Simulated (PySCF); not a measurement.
# PtSe₂: structure of the triplet

The task is one start of a wider search on PtSe₂: the triplet, from a bent start. It is relaxed, tested by its Hessian and followed downhill if it is a saddle.

The runs use PySCF 2.14.0; B3LYP, basis Pt def2-SVP with ECP60, Se def2-SVP, scalar-relativistic core potentials, no spin–orbit coupling, density fitting.

## (1) Starting geometry

3 atoms, charge 0, spin multiplicity 3.

Bond lengths: Pt1–Se2 2.190 Å, Pt1–Se3 2.190 Å. Angles: Se2–Pt1–Se3 110.0°.

Coordinates in bohr (charge 0 multiplicity 3):
```
Pt    0.0000    0.0000    0.0000
Se    3.3900    0.0000    2.3737
Se   -3.3900    0.0000    2.3737
```

## (2) First SCF at the start

The steps below are one call of a driver around PySCF. For each, scf.py gives the equivalent set-up of the SCF; relaxations use the driver's own optimiser. After this first run the driver tries any further starts and a stability analysis.

scf.py

```python
from pyscf import gto, scf, dft
mol = gto.M(atom='''
Pt     0.000000     0.000000     0.000000
Se     1.793900     0.000000     1.256100
Se    -1.793900     0.000000     1.256100''',
    basis={'Pt': 'def2-SVP', 'Se': 'def2-SVP'},
    ecp={'Pt': 'def2-SVP'},
    charge=0, spin=2)
mf = dft.UKS(mol, xc='B3LYP')
mf.grids.atom_grid = (50, 194)
aux = {'Pt': 'def2-universal-JKFIT', 'Se': 'def2-universal-JKFIT'}
mf = mf.density_fit(auxbasis=aux)
mf.conv_tol = 1e-08
mf.diis_space = 10
mf.max_cycle = 60
mf.init_guess = 'minao'
mf.verbose = 4
mf.kernel()
```

Run with:

```bash
OMP_NUM_THREADS=2 python axn.py task.json out
```

The program printed:

```text
init E= -4908.90467205689
[... the frontier-level lines of each cycle are left out ...]
cycle= 1 E= -4921.06725732716  delta_E= -12.2  |g|= 1.19  |ddm|= 5.72
cycle= 2 E= -4907.06283510619  delta_E=   14  |g|=  3.6  |ddm|=   13
cycle= 3 E= -4921.88753591288  delta_E= -14.8  |g|= 0.373  |ddm|= 12.8
cycle= 4 E= -4921.96194740854  delta_E= -0.0744  |g|= 0.164  |ddm|= 0.644
cycle= 5 E= -4921.97342434124  delta_E= -0.0115  |g|= 0.058  |ddm|= 0.232
cycle= 6 E= -4921.97487220452  delta_E= -0.00145  |g|= 0.011  |ddm|= 0.0668
cycle= 7 E= -4921.9748959743  delta_E= -2.38e-05  |g|= 0.00717  |ddm|= 0.0126
cycle= 8 E= -4921.97492434465  delta_E= -2.84e-05  |g|= 0.00323  |ddm|= 0.0118
cycle= 9 E= -4921.97493085837  delta_E= -6.51e-06  |g|= 0.000385  |ddm|= 0.00553
cycle= 10 E= -4921.97493107859  delta_E= -2.2e-07  |g|= 0.000187  |ddm|= 0.00145
cycle= 11 E= -4921.97493115163  delta_E= -7.3e-08  |g|= 7.63e-05  |ddm|= 0.000951
cycle= 12 E= -4921.97493116477  delta_E= -1.31e-08  |g|= 2.29e-05  |ddm|= 0.000475
cycle= 13 E= -4921.97493116599  delta_E= -1.22e-09  |g|= 6.63e-06  |ddm|= 0.000151
Extra cycle  E= -4921.97493116569  delta_E= 3.06e-10  |g|= 2.34e-05  |ddm|= 4.45e-05
converged SCF energy = -4921.97493116569  <S^2> = 2.0564494  2S+1 = 3.0373998
```

This step, with its further starts and checks, needed 52 s of wall time on 2 threads, shared host.

Energies from each starting density:

```
                      start   energy (Eh)
    the minimal-basis guess  -4921.974931
a thermally smeared density  -4921.974931
      a smeared PBE density  -4921.974931
```

The first run landed in a state that is too high. Following the other starts and the instabilities gains 0.2 kJ/mol (-4921.97501 Eh), and the work goes on from there.

## (3) Relaxing the triplet from the bent start

The program finds C2v symmetry in the start, which this walk keeps. The walk stops when the largest gradient is under 0.0003 Eh/bohr and the energy has settled too.

scf.py, as its differences from that of step 2:

```diff
@@ -3,3 +3,3 @@
-Pt     0.000000     0.000000     0.000000
-Se     1.793900     0.000000     1.256100
-Se    -1.793900     0.000000     1.256100''',
+Pt     0.000000     0.000000    -0.565861
+Se     1.793900    -0.000000     0.690239
+Se    -1.793900     0.000000     0.690239''',
@@ -16 +15,0 @@
-mf.init_guess = 'minao'
```

Energy and gradient, step by step:

```
step   energy (Eh)  change (kJ/mol)  largest symmetric gradient (Eh/bohr)
   0  -4921.975009             0.00                               0.03207
   1  -4921.980053           -13.24                               0.00650
   2  -4921.980554           -14.56                               0.00331
   3  -4921.980993           -15.71                               0.00637
   4  -4921.981205           -16.27                               0.00560
   5  -4921.981301           -16.52                               0.00236
   6  -4921.981317           -16.56                               0.00017
   7  -4921.981318           -16.57                               0.00002
```

The walk took 72 s.

It settles in C2v symmetry, 16.6 kJ/mol below the start, after 7 steps: Pt–Se 2.265 Å (×2); Se–Pt–Se 121.5°.

## (4) Vibrations and properties at this point

On the finer grid the gradient is checked again; gradients at displacements of ±0.02 bohr then give force constants and infrared intensities.

scf.py, as its differences from that of step 3:

```diff
@@ -3,3 +3,3 @@
-Pt     0.000000     0.000000    -0.565861
-Se     1.793900    -0.000000     0.690239
-Se    -1.793900     0.000000     0.690239''',
+Pt     0.000000    -0.000000    -0.500101
+Se     1.975440    -0.000000     0.608868
+Se    -1.975440     0.000000     0.608868''',
@@ -10 +10 @@
-mf.grids.atom_grid = (50, 194)
+mf.grids.atom_grid = (75, 302)
@@ -13 +13 @@
-mf.conv_tol = 1e-08
+mf.conv_tol = 1e-10
```

The driver hands on the density of the step before, so the log starts near convergence.

Log of the central SCF (cycles and frontier levels):

```text
init E= -4921.98132035355
[... the frontier-level lines of each cycle are left out ...]
cycle= 1 E= -4921.98132035356  delta_E= -3.64e-12  |g|= 8.09e-06  |ddm|= 2.95e-05
Extra cycle  E= -4921.98132035298  delta_E= 5.79e-10  |g|= 3.07e-05  |ddm|= 5.79e-05
converged SCF energy = -4921.98132035298  <S^2> = 2.0291664  2S+1 = 3.0193817
```

The whole step took 2.4 min.

Geometry: C2v; Pt–Se 2.265 Å (×2); Se–Pt–Se 121.4°.

Modes, for the most abundant isotopes:

| ω (cm⁻¹) | IR (km/mol) | type |
| --- | --- | --- |
| 68 | 0.2 | bend |
| 277 | 0.6 | stretch |
| 296 | 2.3 | stretch |

No imaginary mode, so this is a minimum.

The SCF density has lower symmetry than the nuclear frame, so the modes carry no labels.

Constants and moments:

```yaml
Dipole_moment: 0.51 D
Highest_occupied_level: -6.45 eV
Lowest_empty_level: -5.06 eV
Rotational_constants: 0.1561, 0.02703, 0.02304 cm⁻¹
Zero-point_energy: 3.8 kJ/mol
Principal_polarisabilities: 50.5, 75.8, 157.6 bohr³
Atomisation_energy_without_zero-point_energy: 565 kJ/mol
Principal_traceless_quadrupole_moments_about_the_centre_of_mass: -4.89, 0.97, 3.92 D Å
Entropy_at_298.15_K_and_1_bar_electronic_part_spin_only: 337.7 J/(mol K)
Heat_capacity_Cp_at_298.15_K: 55.7 J/(mol K)
Enthalpy_at_298.15_K_above_0_K: 14.31 kJ/mol
Rotational_symmetry_number: 2
Spin_squared_⟨S²⟩: 2.029
```

Populations by atom (charges in e):

```
 atom  Mulliken  Löwdin  polar tensor  spin (Mulliken)  Mayer order to Pt1
  Pt1      0.09   -0.55          0.16             0.41                   –
Se2,3     -0.05    0.28         -0.08             0.80                1.58
```

Outer orbital energies (eV). α occupied: -10.22, -9.87, -9.29, -7.96, -7.78, -7.57, -6.90, -6.69; empty: -4.47, -1.63, 0.41, 1.67. β occupied: -10.80, -10.49, -9.34, -9.34, -8.71, -7.78, -7.14, -6.45; empty: -5.06, -4.40, -4.04, -1.40.

Mulliken populations on Pt1 (outside its core potential): s 2.89, p 6.30, d 8.71, f 0.01.

## (5) What came out

| quantity | value |
| --- | --- |
| minimum | triplet, C2v |
| geometry | Pt–Se 2.265 Å (×2); Se–Pt–Se 121.4° |
| wavenumbers (cm⁻¹) | 68, 277, 296 |
| dipole moment | 0.51 D |
| highest occupied, lowest empty level (either spin) | -6.45, -5.06 eV |
| polar-tensor charge of Pt1 | +0.16 e |
| zero-point energy | 3.8 kJ/mol |
| entropy at 298.15 K | 337.7 J/(mol K) |
| atomisation energy (no zero-point energy) | 565 kJ/mol |
| ⟨S²⟩ | 2.029 |

**Reading.** The bent start keeps its C2v symmetry and ends in a minimum. The strongest infrared band lies at 296 cm⁻¹ (stretch). Other starts or spin states, not run here, may lie lower. The SCF density has lower symmetry than the nuclear frame. One determinant may miss the lowest occupation of an open d or f shell. With an element this heavy the missing spin–orbit coupling can shift these numbers.

The search up to here took 4.4 min.
